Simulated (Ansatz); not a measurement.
# Bi2Te3: the cost of one run

Program: Ansatz 0.2.0. Level of theory: DFT PBE, scalar-relativistic, plane waves, PAW. These are calculated values, not measurements.

2 further runs of the same task are left out: 2 set aside as unsound or not needed.

## (1) The structure to begin with

Symmetry: R-3m, No. 166, trigonal system. Conventional cell: a = 4.447 Å, b = 4.447 Å, c = 32.169 Å, α = 90.00°, β = 90.00°, γ = 120.00°. Bi (site symmetry 3m) has 6 Te at 3.09 to 3.29 Å as nearest neighbours. Te (site symmetry -3m) is surrounded by 6 Bi at 3.29 Å. Te (site symmetry 3m) has 3 Bi at 3.09 Å as nearest neighbours.

As a file:

```cif
data_structure
_symmetry_space_group_name_H-M 'P 1'
_symmetry_Int_Tables_number 1
_cell_length_a 11.0259
_cell_length_b 11.0259
_cell_length_c 11.0259
_cell_angle_alpha 23.266
_cell_angle_beta 23.266
_cell_angle_gamma 23.266
_cell_volume 183.61
loop_
_atom_site_label
_atom_site_type_symbol
_atom_site_fract_x
_atom_site_fract_y
_atom_site_fract_z
_atom_site_occupancy
Bi1 Bi 0.39721 0.39721 0.39721 1
Bi2 Bi 0.60279 0.60279 0.60279 1
Te1 Te 0.00000 0.00000 0.00000 1
Te2 Te 0.21603 0.21603 0.21603 1
Te3 Te 0.78397 0.78397 0.78397 1
```

This cell was relaxed beforehand with the same method: volume 36.72 Å³/atom, gap on the mesh 0.55 eV.

## (2) Electronic structure at the relaxed geometry

Input file input.yaml:

```yaml
crystal:
  lattice:
    - [2.2232746872, 1.2836082391, 10.7228906756]
    - [-2.2232746872, 1.2836082391, 10.7228906756]
    - [0.0, -2.5672164782, 10.7228906756]
  atoms:
    - { symbol: Bi, position: [0.3972076361, 0.3972076361, 0.3972076361] }
    - { symbol: Bi, position: [0.6027923639, 0.6027923639, 0.6027923639] }
    - { symbol: Te, position: [0.0, 0.0, 0.0] }
    - { symbol: Te, position: [0.2160333159, 0.2160333159, 0.2160333159] }
    - { symbol: Te, position: [0.7839666841, 0.7839666841, 0.7839666841] }
basis:
  ecutwfc: 420
kpoints:
  mp_grid: { grid: [12, 12, 12] }
  band_path:
    path:
      - [[0.0, 0.0, 0.0], [0.5, 0.5, 0.5], [0.82378011, 0.17621989, 0.5]]
      - [[0.5, -0.17621989, 0.17621989], [0.5, 0.0, 0.0], [0.0, 0.0, 0.0], [0.33810995, -0.33810995, 0.0]]
      - [[0.66189005, 0.0, 0.33810995], [0.5, 0.0, 0.5], [0.0, 0.0, 0.0]]
    npoints: 14
hamiltonian:
  xc: pbe
scf:
  occupations: { method: gaussian, width: 0.02 }
  n_extra_bands: 12
output:
  forces: true
  stress: true
  eigenvalues: true
  populations: true
  dos: { projected: true, de: 0.02, nscf_kmesh: { grid: [18, 18, 18] } }
  bader: true
  write_density: true
  write_potential: true
  elf: true
  volumetric_format: npy
```

The run is started by

```bash
> ansatz run input.yaml --threads 2 --pin off --max-ram 5120MiB --backend cpu --events-out ev --progress --plain --runs-dir out
```

What time and memory should one allow on 2 threads of Arm Neoverse V2, shared host?

About 4.1 min, with a peak of 2.8 GiB.
